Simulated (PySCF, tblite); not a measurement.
**C₅H₅O₃S radical: geometry, infrared bands and EPR parameters**

What infrared bands and EPR parameters should C₅H₅O₃S radical (`[CH]=C([SH]=O)C(=O)CC=O`) show?

Programs: tblite 0.8.0 and PySCF 2.14.0, with density-fitted response routines of our own. Each step states its level of theory. These are calculated values for one molecule in the gas phase, unless marked as measured. Atoms count from 0, in the outputs and in this text.

## 1. The molecule as given

14 atoms, charge 0, multiplicity 2; geometry from: force field or distance geometry start.

Bonds of the start (Å): C0–C1 1.33, C1–S2 1.79, S2–O3 1.50, C1–C4 1.45, C4–O5 1.24, C4–C6 1.49, C6–C7 1.48, C7–O8 1.24, C0–H9 1.07, S2–H10 1.38, C6–H11 1.12, C6–H12 1.11, C7–H13 1.08.

## 2. Geometry optimisation with GFN2-xTB

The job: settings as JSON, then the geometry in Å.

```
{"job": {"kind": "relax", "xc": "GFN2-xTB", "basis": "xTB"}, "charge": 0, "multiplicity": 2}
C      1.296200     0.961700    -0.754000
C      1.118800     0.145000     0.282100
S      2.503700    -0.508300     1.202300
O      2.932200    -1.786200     0.537300
C     -0.231000    -0.222000     0.680300
O     -0.520100    -0.978400     1.622700
C     -1.360900     0.342600    -0.114800
C     -2.602900    -0.187100     0.499400
O     -3.000800    -1.346000     0.307800
H      2.266800     1.269200    -1.081600
H      3.514000     0.436600     1.257800
H     -1.319400     0.000200    -1.181100
H     -1.366500     1.454700    -0.137300
H     -3.230900     0.417500     1.137100
```

Command:

```sh
$ OMP_NUM_THREADS=1 python probes_run.py task.json out
```

One launch serves the whole session: the jobs run in the order shown.

**Question.** This job is followed by: GFN2-xTB harmonic vibrations, gas phase; UKS B3LYP, pcH-1 on C H O S, non-relativistic, mean-field spin-orbit, GIAO. What will the session give for the following? strongest single infrared mode (GFN2-xTB); zero-point energy (GFN2-xTB); g(iso) (B3LYP); ⟨S²⟩; largest a(iso); potential on the surface of density 0.002 e/bohr³, 1st and 99th percentile.

The runs gave:

| quantity | value |
| --- | --- |
| strongest single infrared mode (GFN2-xTB) | 1786 cm⁻¹, 650 km/mol |
| zero-point energy (GFN2-xTB) | 52.8 kcal/mol |
| g(iso) (B3LYP) | 2.00313 |
| ⟨S²⟩ | 0.766 (exact 0.75) |
| largest a(iso) | 13C on C4, 67.9 MHz |
| potential on the surface of density 0.002 e/bohr³, 1st and 99th percentile | -1.57 V and 1.86 V |

**Reading.** The optimisation took 281 steps and gained 1.870 eV; among the close pairs (by a distance rule), C1–S2 changed most, from 1.786 to 3.545 Å. The frame itself reshapes: C1···S2 goes from 1.79 to 3.54 Å, S2···O5 goes from 3.09 to 1.72 Å. No mode is imaginary among the 36: a minimum at this level. The strongest single mode, at 1786 cm⁻¹, moves mainly H10. GFN2-xTB is a fitted tight-binding method: band positions and strengths are rough. Its intensities can rank the bands wrongly. The structure rearranged or came apart on optimisation; the results belong to the end geometry, not to the formula as drawn. The largest spin populations lie on C4 (0.66 e), C0 (0.47 e). The isotropic g lies 0.8 ppt above the free-electron value.
